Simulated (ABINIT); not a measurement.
# SiGe (P6_3/mmc) in ABINIT: single point with PBEsol

Aim: the single point of SiGe with PBEsol.

Program: ABINIT 10.8.3 (patched build). These are calculated values, not measurements. Logs are shortened: lines on timing, memory, paths and dates and some standing lists are left out, and cuts for length are marked. The log counts tension as positive stress, the text compression.

## 1. Starting point

Symmetry: P6_3/mmc, No. 194, hexagonal system. Conventional cell: a = 4.294 Å, b = 4.294 Å, c = 4.973 Å, α = 90.00°, β = 90.00°, γ = 120.00°. Around Si (site symmetry -6m2) lie 3 Ge at 2.48 Å and 2 Si at 2.49 Å. Ge (site symmetry -6m2) has 3 Si at 2.48 Å as nearest neighbours.

The cell was built by a generator and needn't be a form met in nature.

## 2. Single point, PBEsol

run.abi

```
# Pseudopotentials
pp_dirpath "./"
pseudos "Si.upf, Ge.upf"

# Structure
acell 3*1.0
rprim
     8.1145406709     0.0000000000     0.0000000000
    -4.0572608868     7.0274001287     0.0000000000
     0.0000000000     0.0000000000     9.3981749356
ntypat 2
znucl 14 32
natom 4
typat 1 1 2 2
xred
     0.0000000000     0.0000000000     0.2500000000
     0.0000000000     0.0000000000     0.7500000000
     0.3333300000     0.6666700000     0.2500000000
     0.6666700000     0.3333300000     0.7500000000

# Plane-wave basis
ecut 35.0

# k points
kptopt 1
ngkpt 5 5 4
nshiftk 1
shiftk 0.0 0.0 0.0

# Exchange and correlation
ixc -116133

# Bands and occupations
nband 22
occopt 3
tsmear 0.00183747

# SCF cycle
nstep 100
tolvrs 1.0e-10

# Output
iomode 3
prtwf 0
prtden 0
prteig 0
prtebands 0
enunit 1
prtvol 2
```

Potentials or basis: PseudoDojo NC SR PBEsol v0.4.1 standard.

Launch:

```console
mpirun --bind-to none -np 4 abinit run.abi > log 2>&1
```

run.abo:

```text
.Version 10.8.3 of ABINIT
 Symmetries : space group Cm c m (# 63); Bravais oC (1-face-center ortho.)
================================================================================
 Values of the parameters that define the memory need of the present run
     intxc =       0    ionmov =       0      iscf =       7    lmnmax =       6
     lnmax =       6     mgfft =      54  mpssoang =       3    mqgrid =    3001
     natom =       4  nloc_mem =       1    nspden =       1   nspinor =       1
    nsppol =       1      nsym =       8    n1xccc =    2501    ntypat =       2
    occopt =       3   xclevel =       2
       mpw =        5317          nfft =      109350          nkpt =          27
================================================================================
================================================================================

--------------------------------------------------------------------------------
------------- Echo of variables that govern the present computation ------------
--------------------------------------------------------------------------------
 -outvars: echo values of preprocessed input variables --------
            acell      8.1145390742E+00  8.1145390742E+00  9.3981749356E+00 Bohr
              amu      2.80855000E+01  7.26100000E+01
             ecut      3.50000000E+01 Hartree
           enunit           1
              ixc     -116133
         kptrlatt        5    0    0      0    5    0      0    0    4
          kptrlen      3.75926997E+01
            natom           4
            nband          22
            ngfft          45      45      54
             nkpt          27
            nstep         100
             nsym           8
           ntypat           2
           occopt           3
           prtden           0
        prtebands           0
           prteig           0
           prtvol           2
            prtwf           0
            rprim      1.0000000000E+00 -3.4082445986E-07  0.0000000000E+00
                      -4.9999873720E-01  8.6602613286E-01  0.0000000000E+00
                       0.0000000000E+00  0.0000000000E+00  1.0000000000E+00
          spgroup          63
           tolvrs      1.00000000E-10
           tsmear      1.83747000E-03 Hartree
            typat      1  1  2  2
           xangst      0.0000000000E+00  0.0000000000E+00  1.2433249992E+00
                       0.0000000000E+00  0.0000000000E+00  3.7299749975E+00
                      -1.7855134418E-05  2.4791728820E+00  1.2433249992E+00
                       2.1470378537E+00  1.2395671155E+00  3.7299749975E+00
            xcart      0.0000000000E+00  0.0000000000E+00  2.3495437339E+00
                       0.0000000000E+00  0.0000000000E+00  7.0486312017E+00
[... 270 lines left out ...]
 -19.68450  -19.68125   -6.22924   -4.17066   -2.15921   -0.09699    0.60230    0.63946
   3.78436    4.13374    4.25938    6.76539    6.95911    9.36189
 kpt#   4, nband= 22, wtk=  0.02000, kpt=  0.2000  0.2000  0.0000 (reduced coord)
 -19.74530  -19.73966  -19.72700  -19.72068  -19.70911  -19.70249  -19.69088  -19.68679
 -19.68348  -19.68288   -6.58262   -3.28767   -2.78286   -0.28316    0.36905    2.01025
   2.81046    4.51680    5.54725    6.14707    6.49147    9.01261
 kpt#   5, nband= 22, wtk=  0.04000, kpt=  0.4000  0.2000  0.0000 (reduced coord)
[... 76 lines left out ...]
 -19.74193  -19.74193  -19.71584  -19.71584  -19.71537  -19.71537  -19.68680  -19.68680
 -19.68375  -19.68375   -5.29207   -5.29207   -1.88242   -1.88242    1.01900    1.01900
   5.25628    5.25628    5.79528    5.79528    7.53862    7.53862
 kpt#  25, nband= 22, wtk=  0.02000, kpt= -0.2000  0.2000  0.5000 (reduced coord)
 -19.74286  -19.74286  -19.71638  -19.71638  -19.71600  -19.71600  -19.68600  -19.68600
 -19.68415  -19.68415   -6.01351   -6.01351   -0.25092   -0.25092    2.50188    2.50188
   3.83382    3.83382    5.50026    5.50026    7.43114    7.43116
 kpt#  26, nband= 22, wtk=  0.02000, kpt=  0.4000  0.4000  0.5000 (reduced coord)
 -19.74138  -19.74138  -19.71557  -19.71557  -19.71484  -19.71484  -19.68707  -19.68707
 -19.68377  -19.68377   -4.30585   -4.30585   -3.26454   -3.26454    0.34277    0.34277
   5.39081    5.39081    6.60278    6.60278    8.67917    8.67917
 kpt#  27, nband= 22, wtk=  0.02000, kpt= -0.4000  0.4000  0.5000 (reduced coord)
 -19.74173  -19.74173  -19.71578  -19.71578  -19.71528  -19.71528  -19.68766  -19.68766
 -19.68310  -19.68310   -4.99022   -4.99022   -2.55710   -2.55710    1.90513    1.90513
   3.23343    3.23343    6.38845    6.38845    9.14555    9.14555
 Total charge density [el/Bohr^3]
)     Maximum=    2.0264E+00  at reduced coord.    0.6444    0.4000    0.7778
)Next maximum=    2.0264E+00  at reduced coord.    0.6000    0.3556    0.7778
)     Minimum=    1.9231E-03  at reduced coord.    0.0000    0.0000    0.2407
)Next minimum=    1.9231E-03  at reduced coord.    0.0000    0.0000    0.2593
   Integrated=    3.6000E+01

--- !EnergyTerms
iteration_state     : {dtset: 1, }
comment             : Components of total free energy in Hartree
kinetic             :  1.36969093095181E+02
hartree             :  5.69860725354489E+01
xc                  : -4.62070585228826E+01
Ewald energy        : -1.06244531524230E+02
psp_core            :  5.20358334827117E+00
local_psp           : -1.40361843637938E+02
non_local_psp       : -9.31498474881964E+01
internal            : -1.86804532194346E+02
'-kT*entropy'       : -7.40348664035571E-04
total_energy        : -1.86805272543010E+02
total_energy_eV     : -5.08323042395360E+03
band_energy         : -1.47024380257186E+01
...

 Cartesian components of stress tensor (hartree/bohr^3)
  sigma(1 1)=  1.15954445E-04  sigma(3 2)=  0.00000000E+00
  sigma(2 2)=  1.15987131E-04  sigma(3 1)=  0.00000000E+00
  sigma(3 3)=  9.27857442E-05  sigma(2 1)=  2.83075931E-08

-Cartesian components of stress tensor (GPa)         [Pressure= -3.1846E+00 GPa]
- sigma(1 1)=  3.41149754E+00  sigma(3 2)=  0.00000000E+00
- sigma(2 2)=  3.41245922E+00  sigma(3 1)=  0.00000000E+00
- sigma(3 3)=  2.72985084E+00  sigma(2 1)=  8.32838142E-04

== END DATASET(S) ==============================================================
================================================================================

 -outvars: echo values of variables after computation  --------
            acell      8.1145390742E+00  8.1145390742E+00  9.3981749356E+00 Bohr
           etotal     -1.8680527254E+02
            fcart     -2.8769712099E-06  1.6610235529E-06 -0.0000000000E+00
                       2.8769712099E-06 -1.6610235529E-06 -0.0000000000E+00
                       3.1647758502E-06 -1.8271879846E-06  6.7150135904E-31
                      -3.1647758502E-06  1.8271879846E-06 -6.7150135904E-31
            rprim      1.0000000000E+00 -3.4082445986E-07  0.0000000000E+00
                      -4.9999873720E-01  8.6602613286E-01  0.0000000000E+00
                       0.0000000000E+00  0.0000000000E+00  1.0000000000E+00
           strten      1.1595444456E-04  1.1598713122E-04  9.2785744211E-05
                       0.0000000000E+00  0.0000000000E+00  2.8307593094E-08
           xangst      0.0000000000E+00  0.0000000000E+00  1.2433249992E+00
                       0.0000000000E+00  0.0000000000E+00  3.7299749975E+00
                      -1.7855134418E-05  2.4791728820E+00  1.2433249992E+00
                       2.1470378537E+00  1.2395671155E+00  3.7299749975E+00
             xred      0.0000000000E+00  0.0000000000E+00  2.5000000000E-01
                       0.0000000000E+00  0.0000000000E+00  7.5000000000E-01
                       3.3333000000E-01  6.6667000000E-01  2.5000000000E-01
                       6.6667000000E-01  3.3333000000E-01  7.5000000000E-01
 Calculation completed.
```

Run time: 34 s. Hardware: 4 MPI ranks of Arm Neoverse V2, shared host; peak memory 0.4 GiB.

What came out:

```
Free energy                                           : -5083.2304 eV
Pressure                                              : -3.2 GPa
Band gap on the k mesh                                : none (metal or under the smearing width)
Valence electrons inside the program's atomic spheres : Si 1.69; Ge 11.49
```
